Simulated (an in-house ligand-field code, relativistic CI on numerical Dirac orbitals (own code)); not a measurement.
# d6 to d9 in a ligand field: terms by electron count

Which terms of d6 to d9 lie lowest for given Racah parameters and ligand field?

The numbers are computed with an in-house ligand-field code version 1 (parametric ligand-field model of a d^n configuration (Racah B and C, spin-orbit zeta, crystal field), exact diagonalisation), except any that are marked as measured or tabulated.

### 1 What is computed

| Property | Result |
| --- | --- |
| shell | d6 to d9 |
| set 1 (cm⁻¹) | d6: B = 740, C = 3070, Td, 10Dq = -3600 |
| set 2 (cm⁻¹) | d7: B = 740, C = 3070, Td, 10Dq = -3600 |
| set 3 (cm⁻¹) | d8: B = 740, C = 3070, Td, 10Dq = -3600 |
| set 4 (cm⁻¹) | d9: B = 740, C = 3070, Td, 10Dq = -3600 |

### 2 Set 1

The run's settings:

```ini
n = 6
racah_B = 740  # cm-1
racah_C = 3070  # cm-1
zeta = 0  # cm-1
symmetry = Td
field = {"10Dq": -3600}  # cm-1
```

The run is started by

```console
python run_levels.py task.json out
```

One command runs all members of the session, one after another, from task.json.

### 3 Set 2

Settings: those of step 2 with these lines changed.

```diff
@@ -1,2 +1,2 @@
-n = 6
+n = 7
 racah_B = 740  # cm-1
```

### 4 Set 3

Settings: those of step 3 with these lines changed.

```diff
@@ -1,2 +1,2 @@
-n = 7
+n = 8
 racah_B = 740  # cm-1
```

### 5 Set 4

Settings: those of step 4 with these lines changed.

```diff
@@ -1,2 +1,2 @@
-n = 8
+n = 9
 racah_B = 740  # cm-1
```

(Steps that only read results are left out.)

**Question.** What will these runs give? Wanted: lowest terms; sets at their largest spin, of those that allow S over 1.

As calculated:

| set | 10Dq/B (size) | lowest | S | electrons in z² and x²-y² | first level of the same spin (cm⁻¹) |
| --- | --- | --- | --- | --- | --- |
| 1: Td, d6 | 4.9 | 5E | 2.00 | 3.00 | 5T2 3600 |
| 2: Td, d7 | 4.9 | 4A2 | 1.50 | 4.00 | 4T2 3600 |
| 3: Td, d8 | 4.9 | 3T1 | 1.00 | 3.88 | 3T2 3035 |
| 4: Td, d9 | 4.9 | 2T2 | 0.50 | 4.00 | 2E 3600 |

```
                                                quantity                          value
                                            lowest terms  1: 5E, 2: 4A2, 3: 3T1, 4: 2T2
sets at their largest spin, of those that allow S over 1                           1, 2
```

What this shows: 4 of 4 sets have the highest spin that their shell allows. A negative 10Dq stands for a tetrahedral field. B, C and the field are free parameters here, not those of a compound.
